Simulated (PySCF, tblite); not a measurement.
# C2H5O4Si radical: geometry, infrared bands and EPR parameters

What infrared bands and EPR parameters should C2H5O4Si radical (`COC(=O)[Si](O)O`) show?

Programs: tblite 0.8.0 and PySCF 2.14.0, with density-fitted response routines of our own. Each step states its level of theory. These are calculated values for one molecule in the gas phase, unless marked as measured. Atoms count from 0, in the outputs and in this text.

**1. The starting structure**

12 atoms, charge 0, multiplicity 2; geometry from: force field or distance geometry start.

Bonds of the start (Å): C0–O1 1.38, O1–C2 1.40, C2–O3 1.26, C2–Si4 1.81, Si4–O5 1.70, Si4–O6 1.70, C0–H7 1.12, C0–H8 1.12, C0–H9 1.11, O5–H10 0.98, O6–H11 1.00.

**2. Optimising the geometry with GFN2-xTB**

Job settings and geometry (Å):

```
{"job": {"kind": "relax", "xc": "GFN2-xTB", "basis": "xTB"}, "charge": 0, "multiplicity": 2}
C     -2.353100    -0.437100     0.176900
O     -0.980200    -0.583000     0.203700
C     -0.040500     0.444900     0.367300
O     -0.478500     1.625000     0.469300
Si     1.716100     0.001500     0.389100
O      2.082100    -1.466000    -0.377300
O      2.758600     1.290800    -0.000700
H     -2.710400     0.161200     1.048400
H     -2.812700    -1.453100     0.150100
H     -2.651000     0.020300    -0.794200
H      3.036600    -1.698500    -0.384400
H      2.434200     2.093300     0.490500
```

Command:

```sh
$ OMP_NUM_THREADS=1 python probes_run.py task.json out
```

One launch serves the whole session: the jobs run in the order shown.

**Question.** This job is followed by: GFN2-xTB harmonic vibrations, gas phase; UKS B3LYP, pcH-1 on C H O Si, non-relativistic, mean-field spin-orbit, GIAO. What will the session give for the following? strongest single infrared mode (GFN2-xTB); zero-point energy (GFN2-xTB); g(iso) (B3LYP); ⟨S²⟩; largest a(iso) (averaged by class); surface potential, 1st and 99th percentile.

The runs gave:

```
                                 quantity                    value
strongest single infrared mode (GFN2-xTB)    1675 cm⁻¹, 498 km/mol
             zero-point energy (GFN2-xTB)            48.1 kcal/mol
                           g(iso) (B3LYP)                  2.00199
                                     ⟨S²⟩       0.754 (exact 0.75)
       largest a(iso) (averaged by class)  29Si on Si4, -700.5 MHz
    surface potential, 1st and 99th percentile       -1.45 V and 2.51 V
```

The optimisation took 65 steps and gained 0.742 eV; among the close pairs (by a distance rule), Si4–O5 changed most, from 1.696 to 1.612 Å. All 30 modes are real, so the xTB geometry is a minimum. The strongest single mode, at 1675 cm⁻¹, moves mainly C2 and O3. Unscaled tight-binding wavenumbers are off by several per cent, some by more. Its intensities can rank the bands wrongly. Most of the unpaired spin sits on Si4 (0.75 e). The isotropic g lies 0.3 ppt below the free-electron value.
